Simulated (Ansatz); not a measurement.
The system is Hf2Pd2Se2Br2O3.

```
Hf Pd Se Br O
1.0
     5.60663   -0.09346   -0.01409
     1.61393    5.33512    0.00251
     1.36916    1.91529    8.31543
Hf Pd Se Br O
2 2 2 2 3
Direct
  0.23317 0.65161 0.02284
  0.76683 0.34839 0.97716
  0.00000 0.50000 0.50000
  0.00000 0.00000 0.50000
  0.02419 0.33917 0.25331
  0.97581 0.66083 0.74669
  0.50000 0.50000 0.50000
  0.50000 0.00000 0.50000
  0.44792 0.35724 0.92101
  0.55208 0.64276 0.07899
  0.00000 0.00000 0.00000
```

The cell was built by a generator and needn't be a form met in nature.

Base run:

```yaml
Program: Ansatz 0.2.0
Functional: PBEsol
Potentials_or_basis: Ansatz PAW
Cutoff: 420 eV
Density_cutoff: 1680 eV
k_mesh: 5 × 5 × 4
Occupations: fermi-dirac, width 0.05 eV
Spin: no spin polarisation
```

Its results: band gap on the k mesh none (metal or under the smearing width); pressure -3.6 GPa; largest force 0.364 eV/Å.

Problem. The run is repeated on the same cell with these changes: functional from PBEsol to revPBE. What comes out?

Solution. Band gap on the k mesh none (metal or under the smearing width); pressure 1.6 GPa; largest force 0.163 eV/Å.

revPBE binds less tightly than PBEsol, so the same cell stands under more pressure.

Caveats: the PAW data sets come from PBE, with cores solved anew for the run's functional, which leaves a small shift of forces and pressure; the potentials were made for another functional, which shifts forces and pressure (some runs).

Not every run made on this cell is shown here.
